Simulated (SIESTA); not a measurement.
Write the native input for SIESTA 5.4.2 that does the following.

* Task: single point
* Functional: PBEsol
* Potentials or basis: PseudoDojo 0.4 standard (PBEsol files)
* Basis: DZP (energy shift 0.003 Ry; two zetas on semicore shells)
* Grid cutoff: 800 Ry
* Energy shift: 0.003 Ry
* k mesh: 8 × 8 × 4
* Occupations: fermi-dirac, width 0.05 eV
* Spin: no spin polarisation

The system is TiTe2.

```
CELL_PARAMETERS angstrom
3.77700 0.00000 0.00000
-1.88850 3.27098 0.00000
0.00000 0.00000 6.49800
ATOMIC_POSITIONS crystal
Te 0.33883 0.66074 0.74191
Te 0.66739 0.33800 0.26724
Ti 0.99875 0.99981 0.00240
```

The cell isn't the ideal one: atoms moved at random, drawn with an rms of 0.05 Å.

One way to write it, as run:

TiTe2.fdf

```
SystemName                      TiTe2
SystemLabel                     TiTe2
NumberOfSpecies                 2
NumberOfAtoms                   3
%block ChemicalSpeciesLabel
  1  52 Te
  2  22 Ti
%endblock ChemicalSpeciesLabel

LatticeConstant                 1.0 Ang
%block LatticeVectors
     3.7770000000     0.0000000000     0.0000000000
    -1.8885000000     3.2709779501     0.0000000000
     0.0000000000     0.0000000000     6.4980000000
%endblock LatticeVectors
AtomicCoordinatesFormat         Fractional
%block AtomicCoordinatesAndAtomicSpecies
     0.3388330000     0.6607440000     0.7419060000  1  Te
     0.6673940000     0.3380020000     0.2672440000  1  Te
    -0.0012540000    -0.0001860000     0.0024000000  2  Ti
%endblock AtomicCoordinatesAndAtomicSpecies

%block kgrid.MonkhorstPack
    8   0   0  0.0
    0   8   0  0.0
    0   0   4  0.0
%endblock kgrid.MonkhorstPack
XC.Functional                   GGA
XC.Authors                      PBEsol
PAO.BasisSize                   DZP
PAO.EnergyShift                 0.003 Ry
Mesh.Cutoff                     800 Ry
OccupationFunction              FD
ElectronicTemperature           0.05 eV
MaxSCFIterations                120
SCF.MustConverge                false
SCF.Mixer.Method                Pulay
SCF.Mixer.Weight                0.25
SCF.Mixer.History               8
SCF.DM.Tolerance                5.0e-05
SCF.H.Tolerance                 1.0e-03 eV
WriteForces                     true
Charge.Mulliken                 end
%block PAO.Basis
  Te 4
  n=5 0 2
    5.613 0.000
  n=5 1 2
    7.253 0.000
  n=4 2 2
    3.260 0.000
  n=5 2 1
    7.253
  Ti 5
  n=3 0 2
    3.151 0.000
  n=4 0 2
    8.703 0.000
  n=3 1 2
    3.568 0.000
  n=4 1 1
    8.703
  n=3 2 2
    6.267 0.000
%endblock PAO.Basis
```

Potentials or basis: PseudoDojo 0.4 standard (PBEsol files), DZP (energy shift 0.003 Ry; two zetas on semicore shells).

Launch:

```console
$ siesta < TiTe2.fdf > TiTe2.out 2>&1
```

It gave:

```yaml
Pressure: -1.2 GPa
Largest_force: 0.207 eV/Å
Band_gap_on_the_k_mesh: none (metal or under the smearing width)
```

Caveat: the basis of atomic orbitals isn't converged, which shifts pressures, moduli and gaps.

Wall time 110 s on 1 thread of Intel(R) Xeon(R) Platinum 8259CL CPU @ 2.50GHz (Skylake/Cascade Lake), with other jobs on the host, peak memory 0.46 GiB.
